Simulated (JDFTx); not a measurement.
# PbAu2: single point with PBEsol

PbAu2:

```
Pb Au
1.0
     0.00000    3.96350    3.96350
     3.96350    0.00000    3.96350
     3.96350    3.96350    0.00000
Pb Au
2 4
Direct
  0.75000 0.75000 0.75000
  0.50000 0.50000 0.50000
  0.12500 0.62500 0.12500
  0.12500 0.12500 0.62500
  0.62500 0.12500 0.12500
  0.12500 0.12500 0.12500
```

```json
{
  "Program": "JDFTx 1.7.0 (patched build)",
  "Task": "single point",
  "Functional": "PBEsol",
  "Potentials or basis": "PseudoDojo-SR-PBEsol-0.4.1-standard with smoothed tails",
  "Cutoff": "1034 eV",
  "Density cutoff": "8272 eV",
  "k mesh": "6 × 6 × 6",
  "Occupations": "fermi-dirac, width 0.05 eV",
  "Spin": "no spin polarisation",
  "Local potential set to -Z/r beyond": "6 bohr",
  "Bands": "64",
  "Density cutoff over wavefunction cutoff": "8",
  "Max SCF steps": "100",
  "SCF threshold on the energy": "1e-09 Ha",
  "Solver of the electrons": "scf",
  "Further solve for the empty bands": "yes"
}
```

```json
{
 "Pressure": "0.9 GPa",
 "Band gap on the k mesh": "none (metal or under the smearing width)"
}
```

Levels at points of the mesh, in eV from the Fermi level:
| k point | band 50 | band 51 | band 52 | band 53 | band 54 | band 55 |
| --- | --- | --- | --- | --- | --- | --- |
| (0.00, 0.00, 0.00) | -0.96 | -0.96 | -0.96 | 0.41 | 1.44 | 1.44 |
| (0.00, 0.00, 0.50) | -1.37 | -0.95 | -0.95 | 1.42 | 1.42 | 1.76 |
| (0.00, 0.50, 0.50) | -2.88 | -0.80 | -0.80 | 2.86 | 2.86 | 4.19 |

Run time: 5.9 min on 1 thread of Intel(R) Xeon(R) Platinum 8488C (Sapphire Rapids), on a shared host, peak memory 0.58 GiB.

The run has no spin-orbit coupling, so splittings on Au, Pb are missing.
